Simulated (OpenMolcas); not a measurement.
# Co³⁺ with 4 ligands (hydroxide): CASSCF and CASPT2 levels and susceptibility

Aim: the ligand-field states of Co³⁺ in this surrounding, its lowest levels with spin-orbit coupling and its magnetic susceptibility.

The numbers are computed with OpenMolcas 26.06 (state-averaged CASSCF and CASPT2, spin-orbit coupling by RASSI with atomic mean-field integrals), except any that are marked as measured or tabulated.

**1. The atom as given**

| Property | Result |
| --- | --- |
| Species | Co³⁺ (cobalt, Z = 27, 24 electrons) |
| Basis | ANO-RCC-VDZP [5s4p2d1f], 110 functions with the ligands |
| Scalar Hamiltonian | DKH2, point nucleus |
| Inactive shells | 1s 2s 2p 3s 3p of the metal, and all ligand shells |
| Active space | 6 electrons in 5 orbitals (3d) |
| Some configurations of this space | 3d6 |
| Orbitals | optimised for each spin and parity, averaged over all roots |

The outer shells:

3d6
```
3d [↑↓][↑ ][↑ ][↑ ][↑ ]
```

Co³⁺ is taken with 4 ligands (hydroxide) in tetrahedron coordination (S4) at 1.77 Å. A charge of +0.25 e stands 2.8 Å behind each ligand. Ligand basis ANO-RCC-VDZP. The distances are assumed, not relaxed.

```xyz
9

Co    0.0000    0.0000    0.0000
O     1.0219    1.0219    1.0219
H     0.6370    1.8802    1.2586
O     1.0219   -1.0219   -1.0219
H     1.8802   -0.6370   -1.2586
O    -1.0219    1.0219   -1.0219
H    -1.8802    0.6370   -1.2586
O    -1.0219   -1.0219    1.0219
H    -0.6370   -1.8802    1.2586
```

Each step is its own input file, run in one work folder so that later steps find the files of earlier ones. Labels, J, g values, rates, χT and fits are worked out afterwards by a script from the matrices that RASSI stores.

**2. Basis and integrals**

File a.inp:

```
&GATEWAY
Coord
9

Co 0.0 0.0 0.0
O 1.021910 1.021910 1.021910
H 0.636958 1.880219 1.258589
O 1.021910 -1.021910 -1.021910
H 1.880219 -0.636958 -1.258589
O -1.021910 1.021910 -1.021910
H -1.880219 0.636958 -1.258589
O -1.021910 -1.021910 1.021910
H -0.636958 -1.880219 1.258589
Basis=Co.ANO-RCC-VDZP,H.ANO-RCC-VDZP,O.ANO-RCC-VDZP
Group=NoSym
NoMove
AngMom=0.0 0.0 0.0
AMFI
RICD
XField
4 Angstrom 0
2.984901 2.984901 2.984901 0.250000
2.984901 -2.984901 -2.984901 0.250000
-2.984901 2.984901 -2.984901 0.250000
-2.984901 -2.984901 2.984901 0.250000
&SEWARD
```

Run with:

```bash
$ OMP_NUM_THREADS=1 MOLCAS_MEM=2457 MOLCAS_PROJECT=a pymolcas a.inp > a.log
```

**3. CASSCF: quintets, 5 roots**

File a.inp:

```
&RASSCF
FileOrb=start.orb
Symmetry=1
Spin=5
nActEl=6 0 0
Inactive=29
Ras2=5
CIRoot=5 5 1
SDav=5
CIMx=300
Iter=150 100
PrWF=0.3
OrbListing=Nothing
MaxOrb=0
LevShft=1.0
>>> COPY $Project.JobIph JOB001
```

start.orb holds start orbitals that the driver prepared beforehand, or those of the step before.

**4. Reference wave functions, triplets, 45 roots**

File a.inp:

```
&RASSCF
FileOrb=start.orb
Symmetry=1
Spin=3
nActEl=6 0 0
Inactive=29
Ras2=5
CIRoot=45 45 1
SDav=45
CIMx=300
Iter=150 100
PrWF=0.3
OrbListing=Nothing
MaxOrb=0
LevShft=1.0
>>> COPY $Project.JobIph JOB002
```

**5. CASSCF: singlets, 50 roots**

File a.inp:

```
&RASSCF
FileOrb=start.orb
Symmetry=1
Spin=1
nActEl=6 0 0
Inactive=29
Ras2=5
CIRoot=50 50 1
SDav=50
CIMx=300
Iter=150 100
PrWF=0.3
OrbListing=Nothing
MaxOrb=0
LevShft=1.0
>>> COPY $Project.JobIph JOB003
```

**6. RASSI: spin-orbit coupling between the states**

File a.inp:

```
&RASSI
NrOfJobIphs=3 5 45 50
1 2 3 4 5
1 2 3 4 5 6 7 8 9 10 11 12 13 14 15 16 17 18 19 20 21 22 23 24 25 26 27
28 29 30 31 32 33 34 35 36 37 38 39 40 41 42 43 44 45
1 2 3 4 5 6 7 8 9 10 11 12 13 14 15 16 17 18 19 20 21 22 23 24 25 26 27
28 29 30 31 32 33 34 35 36 37 38 39 40 41 42 43 44 45 46 47 48 49 50
IphNames
JOB001
JOB002
JOB003
EJob
SpinOrbit
DIPRint=1.0
SOCoupling=1000.0
Subsets=2
Property=9
'ANGMOM' 1 'ANGMOM' 2 'ANGMOM' 3 'MLTPL  1' 1 'MLTPL  1' 2 'MLTPL  1' 3
'AMFI' 1 'AMFI' 2 'AMFI' 3
SOProperty=3
'ANGMOM' 1 'ANGMOM' 2 'ANGMOM' 3
```

**7. CASPT2: IPEA 0.25, imaginary shift 0.1 (closed shells correlated: 3s 3p of the metal, with ligand shells; the Frozen line counts the rest)**

File a.inp:

```
>>> COPY JOB001 $Project.JobIph
&CASPT2
Multistate=5 1 2 3 4 5
NoMult
Frozen=9
IPEA=0.25
Imaginary=0.1
MaxIter=60
WThr=0.0 0.3 0.05
PrWF=0.5
NoMix
>>> COPY JOB002 $Project.JobIph
&CASPT2
Multistate=45 1 2 3 4 5 6 7 8 9 10 11 12 13 14 15 16 17 18 19 20 21 22
23 24 25 26 27 28 29 30 31 32 33 34 35 36 37 38 39 40 41 42 43 44 45
NoMult
Frozen=9
IPEA=0.25
Imaginary=0.1
MaxIter=60
WThr=0.0 0.3 0.05
PrWF=0.5
NoMix
>>> COPY JOB003 $Project.JobIph
&CASPT2
Multistate=50 1 2 3 4 5 6 7 8 9 10 11 12 13 14 15 16 17 18 19 20 21 22
23 24 25 26 27 28 29 30 31 32 33 34 35 36 37 38 39 40 41 42 43 44 45 46
47 48 49 50
NoMult
Frozen=9
IPEA=0.25
Imaginary=0.1
MaxIter=60
WThr=0.0 0.3 0.05
PrWF=0.5
NoMix
```

**8. CASPT2: IPEA 0.5, imaginary shift 0.1 (closed shells correlated: 3s 3p of the metal, with ligand shells; the Frozen line counts the rest)**

a.inp, as its differences from that of step 7:

```diff
@@ -5,3 +5,3 @@
 Frozen=9
-IPEA=0.25
+IPEA=0.5
 Imaginary=0.1
@@ -17,3 +17,3 @@
 Frozen=9
-IPEA=0.25
+IPEA=0.5
 Imaginary=0.1
@@ -30,3 +30,3 @@
 Frozen=9
-IPEA=0.25
+IPEA=0.5
 Imaginary=0.1
```

(Steps that only read results are left out.)

Before running it: what results should come out? Wanted: spin-free ground state; first state of the same spin within the active space; lowest level; next level.

As calculated:

```
                                            quantity                                                                                                                                          value
                                              method  SS-CASPT2, IPEA 0.25, imaginary shift 0.1 (closed shells correlated: 3s 3p of the metal, with ligand shells; the Frozen line counts the rest)
                              spin-free ground state                                                                                                            quintet, 1-fold in its orbital part
first state of the same spin within the active space                                                                                                                           quintet at 5420 cm⁻¹
                                        lowest level                                                                                                                                         1-fold
                                          next level                                                                                                                                       0.6 cm⁻¹
                                         χT at 300 K                                                                                                                                 3.14 cm³ K/mol
                           effective moment at 300 K                                                                                                                                        5.01 μB
```

Cost by method:

```
                                              method  time of its own steps  time with the reference
                                           A. CASSCF                   53 s                     53 s
B. SS-CASPT2, IPEA 0.25, imaginary shift 0.1, +3s 3p                8.3 min                  9.2 min
 C. SS-CASPT2, IPEA 0.5, imaginary shift 0.1, +3s 3p                7.6 min                  8.5 min
```

Times are of one thread on a shared host.

The spin-free ground state (quintet) is 1-fold and keeps the highest spin of the shell. χT at 300 K is 3.14, against 3.01 cm³ K/mol for the spin alone; near agreement at one temperature doesn't show that the orbital moment is quenched. An active space of the d shell alone favours high spin; real ions in strong fields can be low spin. With one d shell, CASPT2 may overshoot the field of a late 3d ion.
